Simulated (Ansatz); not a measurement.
**Ba2Tl5V3O12 in Ansatz: convergence with k mesh**

Input of the first run (k mesh 1 × 1 × 2); the others differ in this setting and in those tied to it:

input.yaml

```yaml
crystal:
  lattice:
    - [6.49009, -6.67692, 0.0]
    - [6.49009, 6.67692, 0.0]
    - [-2.00957, 0.0, 5.7376]
  atoms:
    - { symbol: Ba, position: [0.47917, 0.52083, 0.0] }
    - { symbol: Ba, position: [0.79264, 0.20736, 0.0] }
    - { symbol: V, position: [0.65694, 0.94605, 0.25735], spin: 2.0 }
    - { symbol: V, position: [0.05395, 0.34306, 0.74265], spin: 2.0 }
    - { symbol: V, position: [0.57442, 0.42558, 0.5], spin: 2.0 }
    - { symbol: Tl, position: [0.49835, 0.85629, 0.63726] }
    - { symbol: Tl, position: [0.14371, 0.50165, 0.36274] }
    - { symbol: Tl, position: [0.01508, 0.98492, 0.5] }
    - { symbol: Tl, position: [0.30964, 0.12677, 0.21892] }
    - { symbol: Tl, position: [0.87323, 0.69036, 0.78108] }
    - { symbol: O, position: [0.0039, 0.26325, 0.44275] }
    - { symbol: O, position: [0.59719, 0.60676, 0.67706] }
    - { symbol: O, position: [0.91333, 0.4282, 0.84635] }
    - { symbol: O, position: [0.52536, 0.79943, 0.20594] }
    - { symbol: O, position: [0.68766, 0.41628, 0.31356] }
    - { symbol: O, position: [0.09251, 0.20316, 0.88601] }
    - { symbol: O, position: [0.58372, 0.31234, 0.68644] }
    - { symbol: O, position: [0.79684, 0.90749, 0.11399] }
    - { symbol: O, position: [0.5718, 0.08667, 0.15365] }
    - { symbol: O, position: [0.20057, 0.47464, 0.79406] }
    - { symbol: O, position: [0.73675, 0.9961, 0.55725] }
    - { symbol: O, position: [0.39324, 0.40281, 0.32294] }
hamiltonian:
  xc: pbe
  pseudopotentials: { kind: paw }
magnetization:
  spin_polarized: true
kpoints:
  mp_grid: { grid: [1, 1, 2] }
scf:
  occupations: { method: fermi_dirac, width: 0.05 }
output:
  forces: true
  stress: true
  eigenvalues: true
```

Potentials or basis: Ansatz PAW.

Launch:

```console
$ ansatz run input.yaml --threads 8 --pin off --max-ram 20480MiB --backend cpu --events-out ev --progress --plain --runs-dir out
```

The cell was built by a generator and needn't be a form met in nature.

Hardware: 8 threads of Intel(R) Xeon(R) Platinum 8488C (Sapphire Rapids), with other jobs on the host.

```
   k mesh  energy less the tightest run, at zero smearing (meV/atom)  pressure (GPa)  largest force (eV/Å)  gap on the mesh (eV)  SCF cycles  CPU time (s)  peak memory (GiB)
1 × 1 × 2                                                       5.42            0.12                 0.114                 2.951          17            28                1.4
2 × 2 × 2                                                       0.88            0.02                 0.021                 2.906          17            67                2.4
2 × 2 × 3                                                      -0.01            0.01                 0.005                 2.907          17            97                2.4
2 × 2 × 4                                                       0.04            0.01                 0.005                 2.907          17           130                2.5
3 × 3 × 4                                                      -0.01            0.01                 0.005                 2.892          17           270                3.1
4 × 4 × 5                                                       0.00            0.01                 0.005                 2.903          17           530                3.9
4 × 4 × 7                                                       0.00            0.01                 0.005                 2.899          17           730                4.6
5 × 5 × 8                                                       0.00            0.01                 0.005                 2.892          17          1300                5.9
```

Against the tightest run, the energy stays within 1 meV/atom from 2 × 2 × 2 on; the pressure stays within 0.1 GPa from 2 × 2 × 2 on; the largest force stays within 0.005 eV/Å from 2 × 2 × 3 on; the gap on the mesh stays within 0.01 eV from 4 × 4 × 7 on. Meshes of other sizes hit other points, so gaps and Fermi surfaces needn't settle smoothly. The tightest run that finished is the yardstick and may itself not be fully converged.

Caveat, for the tightest run too: odd divisions of the mesh miss points on the zone boundary, where band edges often lie, so the gap on the mesh can be too wide; the pressure holds a Pulay correction of +0.3 GPa for the finite cutoff; spin-orbit coupling is left out, which as a rule narrows the gap of such compounds by several tenths of an eV; the starting moments weren't kept.
